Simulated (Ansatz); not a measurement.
Run this with the Python package of Ansatz (0.2.0) and show what comes out.

Script `smear.py`:
```python
"""How the energy of Ir depends on the smearing."""

import csv

import ansatz as az

cell = (
    az.Lattice.orthorhombic(12.23845525, 2.23343126, 7.1930008)
    .space_group(51, hermann_mauguin="Pmma")
    .atom("Ir", (0.25, 0.0, 0.1639884))
)

model = (
    cell.calculation()
    .functional("pbesol")
    .pseudopotentials("paw")
    .basis(470)
    .kpoints(3, 12, 4)
    .forces()
    .stress()
)

rows = []
for value in [0.3, 0.2, 0.1, 0.05]:
    rep = model.occupations("cold", width=value).run(threads=1, backend="cpu").report
    rows.append((value, rep["free_energy_ev"] / len(rep["lattice"]["sites"]), rep["n_iterations"], sum(rep["stress_gpa"][i][i] for i in range(3)) / 3, max(abs(f) for row in rep["forces_ev_ang"] for f in row), rep["n_kpoints"]))

with open("smear.csv", "w", newline="") as handle:
    writer = csv.writer(handle)
    writer.writerow(["width (eV)", "F/atom (eV)", "iterations", "P (GPa)", "max component (eV/A)", "k-points"])
    writer.writerows([round(v, 5) if isinstance(v, float) else v for v in row] for row in rows)

# the last row is the reference
for row in rows[:-1]:
    shift = 1000 * (row[1] - rows[-1][1])
    print(f"{row[0]}: {shift:+.2f} meV/atom" + ("  (within 5 meV)" if abs(shift) < 5 else ""))
```

```console
$ python smear.py
0.3: -18.93 meV/atom
0.2: -18.07 meV/atom
0.1: -5.65 meV/atom
```

`smear.csv`, as written:
```csv
width (eV),F/atom (eV),iterations,P (GPa),max component (eV/A),k-points
0.3,-11794.67954,7,0.27024,0.00067,42
0.2,-11794.67868,8,0.36125,0.00076,42
0.1,-11794.66626,9,0.39327,0.0008,42
0.05,-11794.66061,10,0.39232,0.00085,42
```

Going from 0.05 to 0.3 eV changes F by -18.9 meV an atom. This scheme is built to cancel the term in the square of the width, but that needs a smooth density of states and a fine mesh, and here a sizeable shift remains. The pressure moves from 0.39 to 0.27 GPa.

Caveats:
- The cell holds layers, chains or clusters in vacuum, no bulk phase; its stress is averaged over the vacuum too and scales with the cell's height.
- The free energy holds a sizeable smearing term, which stands for no physical temperature.
- The narrowest width needs the finest mesh, so the last row is no converged reference.
- Pressure is positive in compression.
- Points of the mesh across the vacuum add cost only.
- Spin-orbit coupling, which matters for elements this heavy, is left out.
- This isn't the structure that Ir takes at ambient conditions.
- By the engine's processor time: 29 s on 1 thread of Intel(R) Xeon(R) Processor @ 2.30GHz, on a shared host, peak memory 0.66 GiB.
